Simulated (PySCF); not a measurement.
# C8H7O: the cost of one run

Computed with PySCF 2.14.0 and routines of our own; the level stands in each step. Atoms count from 0.

## (1) The starting structure

16 atoms, charge 1, multiplicity 1; geometry from: GFN2-xTB.

## (2) Geometry optimisation at BHandHLYP/6-31G*

What the job is given:

```
{"job": {"xc": "BHandHLYP", "basis": "6-31G*", "grid": 1, "kind": "geom"}, "charge": 1, "multiplicity": 1}
C      3.496820     0.894893     0.823322
C      2.356373     0.680259     0.499764
C      1.018250     0.414231     0.151083
C      0.713861    -0.747646    -0.604844
C     -0.503384    -1.338359    -0.656243
C     -1.565392    -1.032584     0.339935
C     -1.941303     0.347621    -0.113137
C     -1.120026     1.395581     0.028410
O      0.169759     1.366530     0.424084
H      4.497895     1.079125     1.096487
H      1.531290    -1.151487    -1.188469
H     -0.709754    -2.077392    -1.417805
H     -2.405630    -1.717936     0.278615
H     -1.177627    -1.021574     1.360251
H     -2.920627     0.502661    -0.538844
H     -1.448105     2.415022    -0.134971
```

Started as:

```sh
> OMP_NUM_THREADS=1 python excited_run.py task.json out
```

This one command runs all jobs of the session in turn.

**Question.** How long does this first job take on 1 thread of Arm Neoverse N1, shared host, and how much memory does it need?

About 1.8 min, with a peak of 0.61 GiB.
